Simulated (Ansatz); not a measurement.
# C₂H₆Zn: a ladder of functionals and wavefunction methods

How much do the methods differ for C₂H₆Zn? The plan is to run it at one geometry with functionals of several rungs and with coupled cluster, and see how far each lands from CCSD(T) at the basis-set limit for the atomisation energy.

The runs use Ansatz 0.2.0, Gaussian basis; functionals in def2-TZVPP, the program's frozen cores in correlated methods.

The runs, in order: LDA (SPW92), PBE-D4, revPBE-D4, BLYP-D4, r2SCAN-D4, B97M-V, PBE0-D4, B3LYP-D4, r2SCANh-D4, r2SCAN0-D4, HSE06-D4, BHLYP-D4, CAM-B3LYP-D4, LC-ωPBE, ωB97X-V, ωB97M-V, B2PLYP, PBE-QIDH; CCSD(T)/def2-SVP; CCSD(T)/def2-TZVPP; MP2/def2-QZVPP; extrapolation to the limit; RPA on PBE.

## Step 1: The geometry

The geometry comes from an earlier relaxation with PBE0-D4 in a triple-zeta def2 set; it is a stationary point, not always the lowest conformer.

SMILES `C[CH2][ZnH]`, 9 atoms, charge 0, spin multiplicity 1.

Atoms are counted from 1 here; the program's logs count them from 0.

Bond lengths: C1–C2 1.529 Å, C1–H4 1.094 Å, C1–H5 1.095 Å, C1–H6 1.094 Å, C2–Zn3 1.955 Å, C2–H7 1.096 Å, C2–H8 1.096 Å, Zn3–H9 1.547 Å. Angles: C2–C1–H4 112.0°, C2–C1–H5 111.9°, C2–C1–H6 112.0°, H4–C1–H5 106.9°, H4–C1–H6 106.9°, H5–C1–H6 106.9°, C1–C2–Zn3 115.5°, C1–C2–H7 110.0°, C1–C2–H8 110.0°, Zn3–C2–H7 107.7°, Zn3–C2–H8 107.7°, H7–C2–H8 105.4°, C2–Zn3–H9 180.0°.

## Step 2: LDA

This LDA is Slater exchange with PW92 correlation.

The input, in.yaml:

```yaml
crystal:
  periodic: [false, false, false]
  atoms:
    - {symbol: C, position_ang: [-0.472425, 0.644608, -0.804115]}
    - {symbol: C, position_ang: [0.516906, -0.341386, -0.182835]}
    - {symbol: Zn, position_ang: [0.223445, -0.750791, 1.705963]}
    - {symbol: H, position_ang: [-1.501838, 0.279453, -0.751874]}
    - {symbol: H, position_ang: [-0.253925, 0.830572, -1.861339]}
    - {symbol: H, position_ang: [-0.454204, 1.615030, -0.300422]}
    - {symbol: H, position_ang: [1.539838, 0.038517, -0.287209]}
    - {symbol: H, position_ang: [0.500076, -1.287580, -0.736053]}
    - {symbol: H, position_ang: [-0.009272, -1.074623, 3.200784]}
basis:
  gaussian: {orbitals: def2-TZVPP}
hamiltonian: {xc: lda}
output: {orbitals: {seedname: orbitals}}
```

On the command line:

```bash
$ ansatz run in.yaml --threads 4 --pin off --events-out ev --progress --plain --max-ram 10444MiB
```

The runs that follow: PBE-D4 (GGA); revPBE-D4 (GGA); BLYP-D4 (GGA); r2SCAN-D4 (meta-GGA); B97M-V (meta-GGA); PBE0-D4 (hybrid); B3LYP-D4 (hybrid); r2SCANh-D4 (hybrid); r2SCAN0-D4 (hybrid); HSE06-D4 (hybrid); BHLYP-D4 (hybrid); CAM-B3LYP-D4 (range-separated); LC-ωPBE (range-separated); ωB97X-V (range-separated); ωB97M-V (range-separated); B2PLYP (double hybrid); PBE-QIDH (double hybrid); CCSD(T) in def2-SVP; CCSD(T) in def2-TZVPP; MP2 in def2-QZVPP; RPA on PBE orbitals.

Before running them: what should the planned runs give, taken together? Wanted: atomisation energy, CCSD(T)/CBS; farthest beyond LDA; mean size of error, GGA; mean size of error, meta-GGA; mean size of error, hybrid; mean size of error, range-separated; mean size of error, double hybrid; gap, smallest and largest; T1 diagnostic.

As calculated:

| quantity | value |
| --- | --- |
| atomisation energy, CCSD(T)/CBS | 696.0 kcal/mol |
| functionals within 3.5 kcal/mol (0.5 %) | B97M-V, PBE0-D4, B3LYP-D4, r2SCANh-D4, r2SCAN0-D4, HSE06-D4, ωB97M-V, PBE-QIDH |
| farthest beyond LDA | BHLYP-D4 (-14.0 kcal/mol) |
| mean size of error, GGA | 7.0 kcal/mol |
| mean size of error, meta-GGA | 3.3 kcal/mol |
| mean size of error, hybrid | 4.2 kcal/mol |
| mean size of error, range-separated | 4.3 kcal/mol |
| mean size of error, double hybrid | 3.8 kcal/mol |
| gap, smallest and largest | 4.76 eV (BLYP-D4), 11.20 eV (LC-ωPBE) |
| T1 diagnostic | 0.0135 |
| triples share of the correlation energy | 3.3 % |

**Reading.** The LDA atomisation energy is off by 90.8 kcal/mol (13 %): it overbinds. PBE-D4 is off by +8.4 kcal/mol. Double hybrids carry the basis error of their MP2 part in triple zeta, and no dispersion term here, so their miss is partly the set-up's. Taken by rung, meta-GGA functionals do best (3.3 kcal/mol on average) and GGA ones worst beyond LDA (7.0 kcal/mol). The gap between the best rungs is small, so their order is not settled. Misses under about 3.5 kcal/mol are within the doubt on the reference itself, which lacks core-valence correlation, relativity and higher excitations. Hartree-Fock recovers 75 % of the binding; the rest is correlation. CCSD(T) in def2-SVP is off by -28.0 kcal/mol, which most functionals beat. Orbital gaps span 4.8 to 11.2 eV; exact exchange widens them. For Zn the d shell is correlated and the shells below it are frozen.
